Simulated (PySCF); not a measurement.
# ZnCl+: from the state search to spectroscopic constants

One job finds the state of ZnCl+, follows it along the bond with each method and fits the curves.

Computed with PySCF 2.14.0. Level: Zn x2c-SVPall, Cl x2c-SVPall, spin-free X2C with a Gaussian nucleus.

**1. Set-up**

The job is set up so:

| Quantity | Value |
| --- | --- |
| atoms | Zn, Cl |
| charge | 1 |
| basis | Zn x2c-SVPall, Cl x2c-SVPall |
| Hamiltonian | spin-free X2C with a Gaussian nucleus |
| basis functions | 54 |
| electrons treated | 46 |
| masses in u | 63.9291, 34.9689 |
| levels | PBE0, PBE, r²SCAN, MN15, BHandHLYP, TPSS, ωB97X, HF, MP2, SCS-MP2, CCSD, CCSD(T) |
| grid | 80 radial by 434 angular points |
| occupations | held fixed by the projection of orbital angular momentum |
| dissociation limit | Zn+ + Cl, each in its ground configuration |
| starting distance in angstrom | 2.260 |
| values of 2S to try | 0, 2 |

On the command line:

```sh
> OMP_NUM_THREADS=1 python dia.py task.json out
```

Further steps of the session: The PBE0 curve of the state that the search chose; Higher solutions at PBE0; PBE (GGA); r²SCAN (meta-GGA); MN15; BHandHLYP; TPSS (meta-GGA); ωB97X (range-separated hybrid); RHF (mean field); Correlated methods on the Hartree–Fock reference.

What does the calculation give? Wanted: for each run, Re; ωe; De; μ.

The runs gave:

Lowest PBE0 solution found, without spin–orbit coupling: ¹Σ⁺ (singlet), closed shell. State 2 has its PBE0 minimum 1.69 eV higher. The other levels ran on the lowest alone.

```
      level  Re (Å)  ωe (cm⁻¹)  De (eV)  μ (D)
        RHF   2.082        473     1.22  -6.97
    RHF-MP2   2.062        480     2.53    n/a
RHF-SCS-MP2   2.069        471     2.41    n/a
   RHF-CCSD   2.075        464     2.37    n/a
RHF-CCSD(T)   2.078        458     2.49    n/a
        PBE   2.082        434     2.77  -4.62
       TPSS   2.080        439     2.69  -4.97
     r²SCAN   2.060        459     2.64  -5.15
       PBE0   2.068        456     2.52  -5.33
       MN15   2.058        465     2.64  -5.55
  BHandHLYP   2.070        461     2.18  -5.70
      ωB97X   2.054        475     2.67  -5.63
```

De is counted to Zn+ + Cl in their ground configurations. A positive dipole points from Zn to Cl; in an ion it is taken about the centre of mass and does not tell which atom is negative.

Differences from CCSD(T) in the same basis:

```
      level  Re (mÅ)  ωe (%)
        RHF       +4    +3.3
    RHF-MP2      -16    +4.8
RHF-SCS-MP2       -8    +2.9
   RHF-CCSD       -3    +1.2
        PBE       +5    -5.3
       TPSS       +2    -4.2
     r²SCAN      -18    +0.1
       PBE0      -10    -0.6
       MN15      -20    +1.5
  BHandHLYP       -7    +0.5
      ωB97X      -24    +3.7
```

What this shows: Against CCSD(T) in the same basis, the bond length is nearest at TPSS (+2 mÅ) and farthest at ωB97X (-24 mÅ); the wavenumber is nearest at r²SCAN (+0.1 %) and farthest at PBE (-5.3 %). CCSD(T) in a basis this small is itself some way from its limit, more so than the functionals. Among the levels with a De in the table, it runs from 1.22 eV (RHF) to 2.77 eV (PBE).

Correlated steps freeze 10 core orbitals.
